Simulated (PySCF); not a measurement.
# PtN₂⁻: structure of the sextet

Where does sextet PtN₂⁻ go from a PBE0 minimum start, is the end point a minimum, and what are its modes, charges and moments?

Computed with PySCF 2.14.0. Level: PBE0, basis Pt def2-SVPD with ECP60, N def2-SVPD, scalar-relativistic core potentials, no spin–orbit coupling, density fitting.

### 1 The system as given

3 atoms, charge -1, spin multiplicity 6.

Bond lengths: Pt1–N2 1.932 Å, Pt1–N3 1.932 Å. Angles: N2–Pt1–N3 133.0°.

Z-matrix (Å, degrees; charge -1 multiplicity 6):
```
Pt
N  1 1.9321
N  1 1.9321 2 133.04
```

### 2 First SCF at the start

One driver script runs all steps and calls PySCF; scf.py shows how it sets up the SCF of each step. The optimiser is the driver's own. After this first run the driver tries any further starts and a stability analysis.

File scf.py:

```python
from pyscf import gto, scf, dft
mol = gto.M(atom='''
Pt     0.000000     0.097231     0.000000
N     -0.000000    -0.672578     1.772087
N     -0.000000    -0.672578    -1.772087''',
    basis={'Pt': 'def2-SVPD', 'N': 'def2-SVPD'},
    ecp={'Pt': 'def2-SVPD'},
    charge=-1, spin=5)
mf = dft.UKS(mol, xc='PBE0')
mf.grids.atom_grid = (50, 194)
aux = {'Pt': 'def2-universal-JKFIT', 'N': 'def2-universal-JKFIT'}
mf = mf.density_fit(auxbasis=aux)
mf.conv_tol = 1e-08
mf.diis_space = 10
mf.max_cycle = 60
mf.init_guess = 'minao'
mf.verbose = 4
mf.kernel()
```

Launch:

```sh
OMP_NUM_THREADS=2 python axn.py task.json out
```

The runs that follow: PBE0 minimum start, sextet: relaxation; Frequencies.

What does the calculation give? Wanted: minimum; geometry; wavenumbers; dipole moment; highest occupied, lowest empty level; polar-tensor charge of Pt1; zero-point energy; ⟨S²⟩.

As calculated:

| quantity | value |
| --- | --- |
| minimum | sextet, C2v |
| geometry | Pt–N 1.932 Å (×2); N–Pt–N 133.0° |
| wavenumbers (cm⁻¹) | 151 (a1), 346 (b2), 638 (a1) |
| dipole moment (centre of mass) | 1.92 D |
| highest occupied, lowest empty level (either spin) | 0.23, 2.18 eV |
| polar-tensor charge of Pt1 | -0.51 e |
| zero-point energy | 6.8 kJ/mol |
| entropy at 298.15 K | 300.6 J/(mol K) |
| ⟨S²⟩ | 8.803 |

In words: The PBE0 minimum start keeps its C2v symmetry and ends in a minimum. The strongest infrared band lies at 151 cm⁻¹ (a1, bend). Other starts or spin states, not run here, may lie lower. A highest occupied level above zero is common for anions with such functionals; it warns that the extra electron is poorly described. One determinant may miss the lowest occupation of an open d or f shell. With an element this heavy the missing spin–orbit coupling can shift these numbers.
